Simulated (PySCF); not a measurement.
# CeH5O4 (Ce(OH)3(H2O)): the cost of one run

Program: PySCF 2.14.0. Level of theory: PBE0, Ce lcecp-1-SVP with ECP47, O def2-SVP, H def2-SVP; scalar-relativistic core potentials, no spin–orbit coupling. These are calculated values, not measurements.

1 further run of the same task is left out (for a known fault of the program).

### Step 1. The starting structure

10 atoms, charge 0, spin multiplicity 1.

Bond lengths: Ce1–O2 2.242 Å, Ce1–O4 2.242 Å, Ce1–O6 2.242 Å, Ce1–O8 2.548 Å, O2–H3 0.966 Å, O4–H5 0.966 Å, O6–H7 0.966 Å, O8–H9 0.970 Å, O8–H10 0.970 Å. Angles: O2–Ce1–O4 109.5°, O2–Ce1–O6 109.5°, O2–Ce1–O8 109.5°, O4–Ce1–O6 109.5°, O4–Ce1–O8 109.5°, O6–Ce1–O8 109.5°, Ce1–O2–H3 158.7°, Ce1–O4–H5 158.7°, Ce1–O6–H7 158.7°, Ce1–O8–H9 127.5°, Ce1–O8–H10 127.5°, H9–O8–H10 105.1°.

Geometry (Å):

| atom | x (Å) | y (Å) | z (Å) |
| --- | --- | --- | --- |
| Ce1 | 0.0000 | 0.0000 | 0.0000 |
| O2 | 1.2943 | 1.2943 | 1.2943 |
| H3 | 2.0614 | 1.5664 | 1.8139 |
| O4 | -1.2943 | -1.2943 | 1.2943 |
| H5 | -2.0614 | -1.5664 | 1.8139 |
| O6 | 1.2943 | -1.2943 | -1.2943 |
| H7 | 1.5664 | -2.0614 | -1.8139 |
| O8 | -1.4708 | 1.4708 | -1.4708 |
| H9 | -1.4971 | 2.4401 | -1.4971 |
| H10 | -2.1258 | 1.1827 | -2.1258 |

Formal oxidation states: Ce +3. Each metal's 1 4f electrons lie in its core potential, so multiplicities, spins and levels count the valence alone.

### Step 2. SCF at the start, singlet

The input, run.py (the lines that set the calculation):

```python
mol = gto.M(atom='''
Ce     0.00000     0.00000     0.00000
O      1.29430     1.29430     1.29430
H      2.06140     1.56640     1.81390
O     -1.29430    -1.29430     1.29430
H     -2.06140    -1.56640     1.81390
O      1.29430    -1.29430    -1.29430
H      1.56640    -2.06140    -1.81390
O     -1.47080     1.47080    -1.47080
H     -1.49710     2.44010    -1.49710
H     -2.12580     1.18270    -2.12580''',
    basis={'Ce': 'lcecp-1-SVP', 'O': 'def2-SVP', 'H': 'def2-SVP'},
    ecp={'Ce': 'lcecp-1-SVP'},
    charge=0, spin=0)
mf = dft.RKS(mol, xc='PBE0')
mf.grids.atom_grid = (50, 194)  # f atoms: unpruned, at least (60, 302)
mf = mf.density_fit()  # fitting sets: Ce AutoAux, O def2-universal-JKFIT, H def2-universal-JKFIT
mf.conv_tol = 1e-08; mf.max_cycle = 55
mf.kernel(dm0)  # dm0: free metal ions and neutral atoms
```

Command:

```bash
> OMP_NUM_THREADS=2 python run.py
```

**Question.** How long does this run take on 2 threads of Arm Neoverse V1, shared host, and how much memory does it need?

About 4 s, with a peak of 0.69 GiB.
